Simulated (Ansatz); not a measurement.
**RuSe (rocksalt): how the settings move a single-point run**

How sensitive is a single-point run of RuSe (rocksalt) to its settings? A reference run comes first, then two runs with altered input.

Program: Ansatz 0.2.0. Level of theory: reference: DFT PBE, scalar-relativistic, plane waves, PAW. These are calculated values, not measurements.

3 further runs of the same task are left out: 1 that didn't finish, 2 set aside as unsound or not needed. Runs told in other sessions of the task aren't counted.

### 1 The structure to begin with

It takes space group Fm-3m (No. 225, cubic). Conventional cell: a = 5.141 Å, b = 5.141 Å, c = 5.141 Å, α = 90.00°, β = 90.00°, γ = 90.00°. Around Ru (site symmetry m-3m) lie 6 Se at 2.57 Å. Se (site symmetry m-3m) is surrounded by 6 Ru at 2.57 Å.

As a file:

```
Ru Se
1.0
     0.00000    2.57041    2.57041
     2.57041    0.00000    2.57041
     2.57041    2.57041    0.00000
Ru Se
1 1
Cartesian
  2.5704 2.5704 2.5704
  0.0000 0.0000 0.0000
```

### 2 Baseline

File input.yaml:

```yaml
crystal:
  lattice:
    - [0.0, 2.5704067165, 2.5704067165]
    - [2.5704067165, 0.0, 2.5704067165]
    - [2.5704067165, 2.5704067165, 0.0]
  atoms:
    - { symbol: Ru, position: [0.5, 0.5, 0.5] }
    - { symbol: Se, position: [0.0, 0.0, 0.0] }
basis:
  ecutwfc: 420
  ecutrho_ratio: 4
kpoints:
  mp_grid: { grid: [12, 12, 12] }
hamiltonian:
  xc: pbe
scf:
  occupations: { method: gaussian, width: 0.05 }
output:
  forces: true
  stress: true
  eigenvalues: true
```

On the command line:

```sh
$ ansatz run input.yaml --threads 2 --pin off --max-ram 2662MiB --backend cpu --events-out ev --progress --plain --runs-dir out
```

### 3 Changed: mp_grid.grid [10, 10, 10], hubbard.sites [{species: Ru, l: d, u_eff: 3.0}], hubbard.double_counting fll, occupations.method tetrahedron, width left out

input.yaml, as its differences from that of step 2:

```diff
@@ -12,7 +12,8 @@
 kpoints:
-  mp_grid: { grid: [12, 12, 12] }
+  mp_grid: { grid: [10, 10, 10] }
 hamiltonian:
   xc: pbe
+  hubbard: { sites: [{ species: Ru, l: d, u_eff: 3.0 }], double_counting: fll }
 scf:
-  occupations: { method: gaussian, width: 0.05 }
+  occupations: { method: tetrahedron }
 output:
@@ -20,2 +21 @@
   stress: true
-  eigenvalues: true
```

### 4 Changing settings: ecutrho_ratio 12, chi_scale 0.3

input.yaml, as its differences from that of step 2:

```diff
@@ -10,3 +10,3 @@
   ecutwfc: 420
-  ecutrho_ratio: 4
+  ecutrho_ratio: 12
 kpoints:
@@ -17,2 +17,3 @@
   occupations: { method: gaussian, width: 0.05 }
+  initial_density: { chi_scale: 0.3 }
 output:
@@ -20,2 +21 @@
   stress: true
-  eigenvalues: true
```

Before running it: what results should come out? Wanted: for each run, ending; energy change; pressure; gap; force.

**Answer**, as computed:

```tsv
run	ending	energy change	pressure (GPa)	gap (eV)	force (eV/Å)	cycles	time
reference	converged	0	0.1	0.00	0.00	6	1.1 s
1: mp_grid.grid [10, 10, 10], hubbard.sites [{species: Ru, l: d, u_eff: 3.0}], hubbard.double_counting fll, occupations.method tetrahedron, width left out	converged	+1.06 eV/atom (σ→0) (Hubbard term changed: no physical gain or loss)	3.8	0.00	0.00	8	1.5 s
2: ecutrho_ratio 12, chi_scale 0.3	converged	0.0 meV/atom	0.1	0.00	0.00	8	1.3 s
```

Residual by cycle in the longest SCF loop of each run; runs are numbered as in the table. The quantity is the density residual dr2, in eV.

```tsv
cycle	reference	run 1	run 2
1	0.0043	1.33	9.89
2	3.8e-4	0.22	3.01
3	1.1e-4	0.0495	0.091
4	5.0e-6	0.0129	0.00224
5	8.9e-7	3.4e-4	4.5e-4
6	5.6e-8	2.4e-5	1.6e-5
7	-	1.7e-6	1.2e-6
8	-	4.7e-8	6.7e-8
```

«ecutrho_ratio 12, chi_scale 0.3» leaves the energy as it was. A changed U is a change of model: its shifts are not errors of convergence. The reference has no spin polarisation; with Ru present, a magnetic state may lie lower.
